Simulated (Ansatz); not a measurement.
# CH4F2O2Si: the cost of one run

Method: RKS PBE/6-31G, in Ansatz 0.2.0.

## 1. The system as given

Bond lengths: Si1–O2 1.680 Å, O2–C3 1.420 Å, C3–H4 1.110 Å, C3–H5 1.110 Å, C3–H6 1.110 Å, Si1–F7 1.590 Å, Si1–F8 1.589 Å, Si1–O9 1.679 Å, O9–H10 1.010 Å. Angles: Si1–O2–C3 125.0°, O2–Si1–F7 109.5°, O2–Si1–F8 109.5°, O2–Si1–O9 109.5°, F7–Si1–F8 109.5°, F7–Si1–O9 109.5°, F8–Si1–O9 109.5°, O2–C3–H4 109.5°, O2–C3–H5 109.5°, O2–C3–H6 109.5°, H4–C3–H5 109.4°, H4–C3–H6 109.4°, H5–C3–H6 109.4°, Si1–O9–H10 109.5°.

As a file:

```xyz
10

Si    0.0000    0.0000    0.0000
O     0.0000    0.0000    1.6800
C    -1.1112   -0.3437    2.4945
H    -1.8140   -0.9775    1.9143
H    -0.7584   -0.9037    3.3856
H    -1.6313    0.5809    2.8212
F     1.4994    0.0000   -0.5295
F    -0.7489    1.2974   -0.5295
O    -0.7913   -1.3709   -0.5594
H    -1.2459   -1.8365    0.2129
```

## 2. Relaxing the start

File input.yaml:

```yaml
crystal:
  periodic: [false, false, false]
  atoms:
    - { symbol: Si, position_ang: [0.0, 0.0, 0.0] }
    - { symbol: O, position_ang: [0.0, 0.0, 1.68] }
    - { symbol: C, position_ang: [-1.1112, -0.3437, 2.4945] }
    - { symbol: H, position_ang: [-1.814, -0.9775, 1.9143] }
    - { symbol: H, position_ang: [-0.7584, -0.9037, 3.3856] }
    - { symbol: H, position_ang: [-1.6313, 0.5809, 2.8212] }
    - { symbol: F, position_ang: [1.4994, 0.0, -0.5295] }
    - { symbol: F, position_ang: [-0.7489, 1.2974, -0.5295] }
    - { symbol: O, position_ang: [-0.7913, -1.3709, -0.5594] }
    - { symbol: H, position_ang: [-1.2459, -1.8365, 0.2129] }
basis:
  gaussian: { orbitals: "6-31G" }
hamiltonian:
  xc: pbe
relax:
  f_tol: 0.02
  max_steps: 40
output:
  orbitals: {}
```

Launch:

```console
ansatz run input.yaml --threads 1 --pin off --max-ram 2048MiB --backend cpu --events-out ev --progress --plain --runs-dir out
```

**Question.** How long does this run take on 1 thread of Arm Neoverse V2, shared host, and how much memory does it need?

About 82 s, with a peak of 0.16 GiB.
